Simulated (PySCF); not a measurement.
# PbH2: other functionals and bases at one geometry

An exercise on one series of results from a longer session: the logs are not shown, and one member is left open.

Program: PySCF 2.14.0. Level of theory: several levels, as the steps say, no spin–orbit coupling. These are calculated values, not measurements.

1 further run of the same task is left out (for a known fault of the program).

## Starting geometry

3 atoms, charge 0, spin multiplicity 1.

Bond lengths: Pb1–H2 1.854 Å, Pb1–H3 1.854 Å. Angles: H2–Pb1–H3 89.9°.

Geometry (Å):

```xyz
3

Pb    0.0000    0.0000   -0.2925
H     1.3091    0.0000    1.0199
H    -1.3091    0.0000    1.0199
```

Formal oxidation states: Pb +2. An earlier session relaxed this geometry at PBE0, Pb def2-SVP with ECP60, H def2-SVP (singlet, point group C2v).

At PBE0 on the finer grid: E = -194.015166 Eh, HOMO -6.67 eV, LUMO -2.82 eV, Mulliken charge on Pb1 +0.28 e, largest force component 0.003 eV/Å. 

Levels to run: PBE; revPBE; PBE0, TZVP. Hardware: 2 threads of Arm Neoverse V1, shared host.

The first run:

File run.py (the lines that set the calculation):

```python
mol = gto.M(atom='''
Pb     0.00000     0.00000    -0.29254
H      1.30909     0.00000     1.01991
H     -1.30909     0.00000     1.01991''',
    basis={'Pb': 'def2-SVP', 'H': 'def2-SVP'},
    ecp={'Pb': 'def2-SVP'},
    charge=0, spin=0)
mf = dft.RKS(mol, xc='PBE')
mf.grids.atom_grid = (75, 302)
mf = mf.density_fit()  # fitting sets: Pb def2-universal-JKFIT, H def2-universal-JKFIT
mf.conv_tol = 1e-08; mf.max_cycle = 55
mf.kernel(dm0)  # dm0: the density of the relaxed state
```

Launch:

```bash
> OMP_NUM_THREADS=2 python run.py
```

Steps of the session up to this table: PBE; revPBE; PBE0, TZVP.

One table of the session follows, with a row left open; its other results are not shown here.

| level | HOMO (eV) | gap (eV) | charge on Pb1 (e) | dipole (D) | largest force component (eV/Å) |
| --- | --- | --- | --- | --- | --- |
| PBE0 (relaxed here) | -6.67 | 3.86 | 0.28 | 1.35 | 0.00 |
| PBE | -5.69 | 2.11 | 0.25 | 1.31 | 0.31 |
| revPBE | -5.65 | 2.17 | 0.27 | 1.37 | 0.38 |
| PBE0, TZVP | ? | ? | ? | ? | ? |

Q: Estimate the row for PBE0, TZVP from the others.

**Answer.** HOMO (eV): -6.73; gap (eV): 3.89; charge on Pb1 (e): 0.24; dipole (D): 1.52; largest force component (eV/Å): 0.16. In the column «HOMO (eV)» it is the lowest.

In one basis the HOMO–LUMO gap runs from 2.11 eV (PBE) to 3.86 eV (PBE0). The largest leftover force, 0.38 eV/Å with revPBE, stands at a geometry relaxed at another level. Total energies of different levels can't be compared.
